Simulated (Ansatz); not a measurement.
# ZnPt3: the cost of one run

Program: Ansatz 0.2.0. Level of theory: DFT PBEsol, scalar-relativistic, plane waves, PAW. These are calculated values, not measurements.

7 further runs of the same task are left out: 7 set aside as unsound or not needed.

## (1) The starting structure

The structure is cubic, space group Pm-3m (No. 221). The conventional cell has a = 3.875 Å, b = 3.875 Å, c = 3.875 Å, α = 90.00°, β = 90.00°, γ = 90.00°. Around Zn (site symmetry m-3m) lie 12 Pt at 2.74 Å. Pt (site symmetry 4/mmm) is surrounded by 4 Zn at 2.74 Å and 8 Pt at 2.74 Å.

As a file:

```
CELL_PARAMETERS angstrom
3.87462 0.00000 0.00000
0.00000 3.87462 0.00000
0.00000 0.00000 3.87462
ATOMIC_POSITIONS crystal
Zn 0.00000 0.00000 0.00000
Pt 0.00000 0.50000 0.50000
Pt 0.50000 0.00000 0.50000
Pt 0.50000 0.50000 0.00000
```

It is the result of an earlier relaxation at this level (volume 14.54 Å³/atom; gap on the mesh: none (metal)).

## (2) The scan

The energy is mapped over two homogeneous strains (x along [1 0 0], y along [0 1 0], z along [0 0 1] of the conventional cell).

- engineering shear strain xy: 9 values from −8 to 8 %
- normal strain along z: 9 values from −7.00 to 7.00 %

Nothing else is relaxed (symmetry fixes all fractional coordinates). Energies count from the relaxed crystal. Points are written as (first, second).

## (3) Grid point (−8 %, −5.25 %)

Input file input.yaml:

```yaml
crystal:
  lattice:
    - [3.8746197107, -0.1549847884, 0.0]
    - [-0.1549847884, 3.8746197107, 0.0]
    - [0.0, 0.0, 3.6712021759]
  atoms:
    - { symbol: Zn, position: [0.0, 0.0, 0.0] }
    - { symbol: Pt, position: [0.0, 0.5, 0.5] }
    - { symbol: Pt, position: [0.5, 0.0, 0.5] }
    - { symbol: Pt, position: [0.5, 0.5, 0.0] }
basis:
  ecutwfc: 520.0
kpoints:
  mp_grid: { grid: [10, 10, 10] }
hamiltonian:
  xc: pbesol
scf:
  occupations: { method: gaussian, width: 0.15 }
output:
  forces: true
  stress: true
  eigenvalues: true
```

Launch:

```
ansatz run input.yaml --threads 2 --pin off --max-ram 4096MiB --backend cpu --events-out ev --progress --plain --runs-dir out
```

What time and memory should one allow on 2 threads of Arm Neoverse V2, shared host?

About 11 s, with a peak of 0.62 GiB.
